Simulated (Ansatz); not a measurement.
# SiGeHO (quartet): the correlation ladder at a displaced geometry (v2), cc-pVDZ

One table from this session's results is given with a row withheld; the runs are named, their logs left out.

The runs use Ansatz 0.2.0, Gaussian basis; cc-pVDZ, core rule «outside noble gas», up to 20 orbitals frozen.

The runs, in order: UHF; CCSD(T) on ROHF; CCSD(T) on UHF; BCCD(T) on ROHF; CISD; CCSDT(Q) on ROHF; CCSDT(Q) on UHF.

24 further runs of the same task are left out: 10 that didn't finish, 14 set aside as unsound or not needed.

**What is computed**

The geometry is a PBE0/def2-TZVP stationary point (not a proven minimum) with its atoms shifted at random (size 0.100 Å). No spin-orbit coupling is included. The filled d shell of Ge may be among the frozen orbitals whatever the setting's name suggests; the logs give the count.

4 atoms, charge 0, spin multiplicity 4.

Atoms are counted from 1 here; the program's logs count them from 0.

Bond lengths: O1–Ge2 1.670 Å, Ge2–Si3 2.375 Å, Ge2–H4 1.476 Å. Angles: O1–Ge2–Si3 125.1°, O1–Ge2–H4 114.8°, Si3–Ge2–H4 118.3°.

Set-up of the first run:

in.yaml

```yaml
crystal:
  periodic: [false, false, false]
  atoms:
    - {symbol: O, position_ang: [0.122823, -0.838801, 1.622440]}
    - {symbol: Ge, position_ang: [-0.042051, 0.264124, 0.379685]}
    - {symbol: Si, position_ang: [0.034569, -0.265409, -1.934280]}
    - {symbol: H, position_ang: [0.117678, 1.675199, 0.780622]}
basis:
  gaussian: {orbitals: cc-pVDZ}
magnetization: {spin_polarized: true, initial_magnetization: 3}
hamiltonian: {xc: hf}
output: {orbitals: {seedname: orbitals}}
```

Command:

```bash
ansatz run in.yaml --threads 1 --pin off --events-out ev --progress --plain --max-ram 2393MiB
```

Steps of the session up to this table: UHF; CCSD(T) on ROHF; CCSD(T) on UHF; BCCD(T) on ROHF; CISD; CCSDT(Q) on ROHF; CCSDT(Q) on UHF.

One table of the session follows, with a row left open; its other results are not shown here.

It belongs to the step «Misses and costs». 

```
   method  from RCCSDT(Q) (meV)
      UHF               +9848.2
     RMP2               +1020.2
     UMP2               +2214.6
    RCCSD                +645.2
    UCCSD                +730.6
 RCCSD(T)                +126.5
 UCCSD(T)                +281.9
  BCCD(T)                +124.3
   RCCSDT                 +71.5
   UCCSDT                     ?
RCCSDT(Q)                     0
UCCSDT(Q)                 -35.8
```

Estimate the missing values for UCCSDT.

As computed: from RCCSDT(Q) (meV): +101.3. In the column «from RCCSDT(Q) (meV)» it lies between RCCSDT (+71.5) and BCCD(T) (+124.3).

Not comparable, so not listed: CISD (they don't share determinant, frozen orbitals or solution with the rows shown, or repeat one).

To keep in mind: The report flags that the cluster equations may have other roots. Left out of the table: ROHF (another determinant or state than the rows shown). The program flags RCCSD(T), BCCD(T), RCCSDT(Q) as in doubt, so the zero of the table is itself unsure. Warnings: coupled cluster took another determinant than the lowest. Restricted and unrestricted rows rest on different reference determinants; where their highest levels disagree by more than a few hundredths of an eV, they describe different states and don't form one ladder.
